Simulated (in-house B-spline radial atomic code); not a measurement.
# Ru¹⁴⁺: binding energies from hole states

Aim: binding energies of the shells of Ru¹⁴⁺, from runs with electrons taken out, set against the orbital energies of the parent.

Program: in-house B-spline radial atomic code version 1. Level of theory: Dirac-Hartree-Fock, average of configuration, Fermi nucleus, basis-set limit. These are calculated values, not measurements, unless marked.

### 1 Starting point

| Item | Value |
| --- | --- |
| element | ruthenium (Z = 44) |
| charge | +14 |
| electrons | 30 |
| configuration | [Ar] 3d10 4s2 |
| Hamiltonian | Dirac-Coulomb |
| nucleus | Fermi, rms radius 4.481 fm |

The outer shells:

[Ar] 3d10 4s2
```
[Ar] core
3d [↑↓][↑↓][↑↓][↑↓][↑↓]
4s [↑↓]
```

The run's settings:

```ini
Z = 44
electrons = 30.0
configuration = [Ar] 3d10 4s2
hamiltonian = dirac
method = hf
spin_polarised = False
nucleus = fermi
rms_radius = 4.4809
mass_number = 102
atomic_mass = 101.904340312
speed_of_light = 137.035999084
```

This reference run was done before. Its total energy is -4461.809595 hartree, and its levels are (the highest eight at most):

| orbital | occupation | energy (eV) | <r> (bohr) |
| --- | --- | --- | --- |
| 2p1/2 | 2 | -3338.00 | 0.1236 |
| 2p3/2 | 4 | -3206.08 | 0.1283 |
| 3s1/2 | 2 | -916.93 | 0.3966 |
| 3p1/2 | 2 | -814.27 | 0.3906 |
| 3p3/2 | 4 | -790.69 | 0.4004 |
| 3d3/2 | 4 | -613.37 | 0.3739 |
| 3d5/2 | 6 | -608.80 | 0.3772 |
| 4s1/2 | 2 | -348.54 | 0.9007 |

### 2 The 1s hole

The run's settings:

```ini
Z = 44
electrons = 29.0
configuration = 1s1 2s2 2p6 3s2 3p6 3d10 4s2
hamiltonian = dirac
method = hf
spin_polarised = False
nucleus = fermi
rms_radius = 4.4809
mass_number = 102
atomic_mass = 101.904340312
speed_of_light = 137.035999084
```

### 3 The 2s hole

The settings differ from step 2 so:

```diff
@@ -2,3 +2,3 @@
 electrons = 29.0
-configuration = 1s1 2s2 2p6 3s2 3p6 3d10 4s2
+configuration = 1s2 2s1 2p6 3s2 3p6 3d10 4s2
 hamiltonian = dirac
```

### 4 The 2p1/2 hole

In configurations, a minus sign after the shell means j = l − 1/2 and a plus sign j = l + 1/2; the count of electrons follows.

The settings differ from step 3 so:

```diff
@@ -2,3 +2,3 @@
 electrons = 29.0
-configuration = 1s2 2s1 2p6 3s2 3p6 3d10 4s2
+configuration = 1s2 2s2 2p-1 2p+4 3s2 3p6 3d10 4s2
 hamiltonian = dirac
```

### 5 The 2p3/2 hole

The settings differ from step 4 so:

```diff
@@ -2,3 +2,3 @@
 electrons = 29.0
-configuration = 1s2 2s2 2p-1 2p+4 3s2 3p6 3d10 4s2
+configuration = 1s2 2s2 2p-2 2p+3 3s2 3p6 3d10 4s2
 hamiltonian = dirac
```

### 6 The 3s hole

The settings differ from step 5 so:

```diff
@@ -2,3 +2,3 @@
 electrons = 29.0
-configuration = 1s2 2s2 2p-2 2p+3 3s2 3p6 3d10 4s2
+configuration = 1s2 2s2 2p6 3s1 3p6 3d10 4s2
 hamiltonian = dirac
```

### 7 The 3p1/2 hole

The settings differ from step 6 so:

```diff
@@ -2,3 +2,3 @@
 electrons = 29.0
-configuration = 1s2 2s2 2p6 3s1 3p6 3d10 4s2
+configuration = 1s2 2s2 2p6 3s2 3p-1 3p+4 3d10 4s2
 hamiltonian = dirac
```

### 8 The 3p3/2 hole

The settings differ from step 7 so:

```diff
@@ -2,3 +2,3 @@
 electrons = 29.0
-configuration = 1s2 2s2 2p6 3s2 3p-1 3p+4 3d10 4s2
+configuration = 1s2 2s2 2p6 3s2 3p-2 3p+3 3d10 4s2
 hamiltonian = dirac
```

### 9 The 3d3/2 hole

The settings differ from step 8 so:

```diff
@@ -2,3 +2,3 @@
 electrons = 29.0
-configuration = 1s2 2s2 2p6 3s2 3p-2 3p+3 3d10 4s2
+configuration = 1s2 2s2 2p6 3s2 3p6 3d-3 3d+6 4s2
 hamiltonian = dirac
```

### 10 The 3d5/2 hole

The settings differ from step 9 so:

```diff
@@ -2,3 +2,3 @@
 electrons = 29.0
-configuration = 1s2 2s2 2p6 3s2 3p6 3d-3 3d+6 4s2
+configuration = 1s2 2s2 2p6 3s2 3p6 3d-4 3d+5 4s2
 hamiltonian = dirac
```

### 11 The 4s hole

The settings differ from step 10 so:

```diff
@@ -2,3 +2,3 @@
 electrons = 29.0
-configuration = 1s2 2s2 2p6 3s2 3p6 3d-4 3d+5 4s2
+configuration = 1s2 2s2 2p6 3s2 3p6 3d10 4s1
 hamiltonian = dirac
```

**Question.** What does each hole state cost in eV, and how does that compare with the orbital energies or single holes?

The runs gave:

| hole | ΔSCF (eV) | with Breit, QED, recoil (eV) | −ε of the parent (eV) | −ε less ΔSCF (eV) |
| --- | --- | --- | --- | --- |
| 1s | 22527.6 | 22464.3 | 22575.7 | 48.13 |
| 2s | 3576.36 | 3570.13 | 3596.74 | 20.37 |
| 2p1/2 | 3314.74 | 3308.67 | 3338.00 | 23.26 |
| 2p3/2 | 3183.62 | 3179.39 | 3206.08 | 22.46 |
| 3s | 913.29 | 912.24 | 916.93 | 3.65 |
| 3p1/2 | 810.27 | 809.35 | 814.27 | 4.00 |
| 3p3/2 | 786.93 | 786.34 | 790.69 | 3.76 |
| 3d3/2 | 608.70 | 608.45 | 613.37 | 4.67 |
| 3d5/2 | 604.23 | 604.13 | 608.80 | 4.57 |
| 4s | 348.32 | 348.07 | 348.54 | 0.22 |

**Reading.** Every ΔSCF value lies below −ε, since the other electrons relax into the hole: by 48.1 eV for 1s and 0.22 eV for 4s. The difference of the 1s and 2p3/2 holes gives a Kα1 line at 19284.9 eV for this charge state (with Breit, QED and recoil). The spin-orbit splitting of the 2p hole is 129.27 eV with those corrections. Values are for the free ion, measured from the vacuum level.
